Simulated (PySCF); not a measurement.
# C5H6F2: the cost of one run

Programs: PySCF 2.14.0, with density-fitted response routines of our own. Each step states its level of theory. These are calculated values for one molecule in the gas phase, unless marked as measured. Atoms count from 0, in the outputs and in this text.

## (1) The molecule as given

13 atoms, charge 0, multiplicity 1; geometry from: GFN2-xTB. The atoms were then displaced at random by about 0.01 Å, so the start is not that level's minimum.

Bonds of the start (Å): F0–C1 1.40, C1–C2 1.50, C2–C3 1.30, C3–F4 1.33, C3–C5 1.52, C5–C6 1.57, C6–C2 1.50, C1–H7 1.10, C1–H8 1.10, C5–H9 1.08, C5–H10 1.10, C6–H11 1.08, C6–H12 1.08.

## (2) Relaxing the molecule at PBE0-D3(BJ)/def2-SVP

Job settings and geometry (Å):

```
{"job": {"xc": "PBE0", "basis": "def2-SVP", "d3": "d3bj", "grid": 1, "shake": 0.01, "kind": "geom"}, "charge": 0, "multiplicity": 1}
F      2.286350    -0.065460     1.408740
C      1.886310     0.058640     0.077700
C      0.392960     0.091190    -0.055620
C     -0.456000     0.954080    -0.516640
F     -0.412010     2.140850    -1.114520
C     -1.694850     0.124680    -0.200090
C     -0.649640    -0.901170     0.357550
H      2.333660    -0.807600    -0.429920
H      2.337570     0.989590    -0.288230
H     -2.266250    -0.223420    -1.047760
H     -2.374600     0.540870     0.551600
H     -0.620270    -1.845270    -0.169790
H     -0.757390    -1.073860     1.416660
```

Launch:

```sh
$ OMP_NUM_THREADS=1 python probes_run.py task.json out
```

The driver reads the jobs from task.json and runs them one after another.

Q: Estimate the wall time and peak memory of this first job on 1 thread of Arm Neoverse V1, shared host.

About 72 s, with a peak of 0.5 GiB.
